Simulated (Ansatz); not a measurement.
# KZrCl3: the cost of one run

Method: DFT r2SCAN, scalar-relativistic, plane waves, PAW, in Ansatz 0.2.0.

1 further run of the same task is left out (set aside as unsound or not needed).

### 1 The starting structure

It takes space group Pm-3m (No. 221, cubic). The conventional cell has a = 5.121 Å, b = 5.121 Å, c = 5.121 Å, α = 90.00°, β = 90.00°, γ = 90.00°. K (site symmetry m-3m) is surrounded by 12 Cl at 3.62 Å. Zr (site symmetry m-3m) has 6 Cl at 2.56 Å as nearest neighbours. Cl (site symmetry 4/mmm) is surrounded by 2 Zr at 2.56 Å and 4 K at 3.62 Å.

Coordinates:

```cif
data_structure
_symmetry_space_group_name_H-M 'Pm-3m'
_symmetry_Int_Tables_number 221
_cell_length_a 5.1210
_cell_length_b 5.1210
_cell_length_c 5.1210
_cell_angle_alpha 90.000
_cell_angle_beta 90.000
_cell_angle_gamma 90.000
_cell_volume 134.30
loop_
_atom_site_label
_atom_site_type_symbol
_atom_site_symmetry_multiplicity
_atom_site_Wyckoff_symbol
_atom_site_fract_x
_atom_site_fract_y
_atom_site_fract_z
_atom_site_occupancy
K1 K 1 a 0.00000 0.00000 0.00000 1
Zr1 Zr 1 b 0.50000 0.50000 0.50000 1
Cl1 Cl 3 c 0.00000 0.50000 0.50000 1
```

The cell was relaxed beforehand at this level, from a database cell with other species swapped in; it needn't be the stable form of this composition. At a tolerance of 0.05 Å it has space group Pm-3m (No. 221); it has 26.86 Å³/atom, an uncorrected energy of -1.53 eV/atom over the elements and, on its mesh, gap none (metal).

### 2 Level of theory: r2SCAN

File input.yaml:

```yaml
crystal:
  lattice:
    - [5.1209908896, 0.0, 0.0]
    - [0.0, 5.1209908896, 0.0]
    - [0.0, 0.0, 5.1209908896]
  atoms:
    - { symbol: K, position: [0.0, 0.0, 0.0] }
    - { symbol: Zr, position: [0.5, 0.5, 0.5] }
    - { symbol: Cl, position: [0.0, 0.5, 0.5] }
    - { symbol: Cl, position: [0.5, 0.5, 0.0] }
    - { symbol: Cl, position: [0.5, 0.0, 0.5] }
basis:
  ecutwfc: 500
kpoints:
  mp_grid: { grid: [8, 8, 8] }
  band_path:
    path:
      - [[0.0, 0.0, 0.0], [0.0, 0.5, 0.0], [0.5, 0.5, 0.0], [0.0, 0.0, 0.0], [0.5, 0.5, 0.5], [0.0, 0.5, 0.0]]
      - [[0.5, 0.5, 0.5], [0.5, 0.5, 0.0]]
    npoints: 14
hamiltonian:
  xc: r2scan
scf:
  occupations: { method: gaussian, width: 0.1 }
  n_extra_bands: 12
output:
  forces: true
  stress: true
  eigenvalues: true
  populations: true
  dos: { projected: true, de: 0.02, nscf_kmesh: { grid: [10, 10, 10] } }
  bader: true
```

Command:

```
$ ansatz run input.yaml --threads 1 --pin off --max-ram 2048MiB --backend cpu --events-out ev --progress --plain --runs-dir out
```

Q: Estimate wall time and peak memory on 1 thread of Arm Neoverse V2, shared host.

About 74 s, with a peak of 0.72 GiB.
